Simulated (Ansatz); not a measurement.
This was printed by a script on the Python package of Ansatz (0.2.0), for a single point of SiW3, space group Im-3m. What did the script look like? Use: PBE, PAW, the default cutoff (420 eV here), 6×6×6 k-points, Fermi-Dirac smearing of 0.1 eV.

The script reads `siw3.xyz`:
```text
4
Lattice="-2.606175 2.606175 2.606175 2.606175 -2.606175 2.606175 2.606175 2.606175 -2.606175" Properties=species:S:1:pos:R:3 pbc="T T T"
Si    0.00000000    0.00000000    0.00000000
W     0.00000000    0.00000000    2.60617500
W     0.00000000    2.60617500    0.00000000
W     2.60617500    0.00000000    0.00000000
```

Output of `python siw3.py`:
```text
DeckWarning: basis.ecutwfc = 420 eV, auto-derived from the records' recommended cutoffs: set by Si (normal level)
DeckWarning: output.stress: scf.convergence.dr2_threshold = 1e-8 eV is looser than the 4e-10 eV advised for a printed stress (1e-10 eV for each atom of the cell: 4). What an SCF threshold leaves in a stress goes as its square root, and in the free energy as [...]
free energy      -31784.96081 eV
per atom         -7946.24020 eV
SCF iterations   6  (converged: True)
cutoffs (eV): 420.0 1680.0  FFT grid: [32, 32, 32]
cell volume 70.806 A^3, 48 symmetry operations
stress xx yy zz yz xz xy (GPa): 0.443 0.443 0.443 0.000 0.000 0.000
P = 4.43 kbar
```
(Warnings from the package without file and line, shortened.)

The script that was run (others could print the same):

`siw3.py`:
```python
"""Ground state of SiW3 at the given structure."""

import ansatz as az
import numpy as np

xtal = az.Crystal.from_extxyz("siw3.xyz")

# functional, basis and sampling
calculation = (
    xtal.calculation()
    .functional(az.Functional.PBE)
    .pseudopotentials("paw")
    .kpoints(6, 6, 6)
    .occupations("Fermi-Dirac", width=0.1)
    .scf(tolerance=1e-08)
    .stress()
)
session = calculation.session()
planned = session.plan(threads=1)
outcome = planned.execute()
rep = outcome.report

print(f"free energy      {rep['free_energy_ev']:.5f} eV")
print(f"per atom         {rep['free_energy_ev'] / len(outcome.lattice.sites):.5f} eV")
print(f"SCF iterations   {rep['n_iterations']}  (converged: {rep['converged']})")

used = rep["setup"]
print("cutoffs (eV):", used["ecut_ev"], used["ecutrho_ev"], " FFT grid:", used["fft_dense"])
print("cell volume {:.3f} A^3, {} symmetry operations".format(used["cell_volume_ang3"], used["n_sym_ops"]))

# pressure is a third of the trace
sigma = rep["stress_gpa"]
voigt = [sigma[0][0], sigma[1][1], sigma[2][2], sigma[1][2], sigma[0][2], sigma[0][1]]
print("stress xx yy zz yz xz xy (GPa):", " ".join(f"{s:.3f}" for s in voigt))
print("P =", round(10 * float(np.mean(voigt[:3])), 2), "kbar")
```

Absolute energies stand on the zero of these potentials, so only differences at equal settings mean something. For a metal this k-point mesh is coarse: on a finer one energies can move by several to tens of meV an atom and pressures by half a GPa or more, differences at one mesh by less. Spin-orbit coupling, which matters for elements this heavy, is left out. The structure comes from a database of computed cells and needn't be a stable or known phase.

(Lines on the test bed's own set-up are left out of the output.)
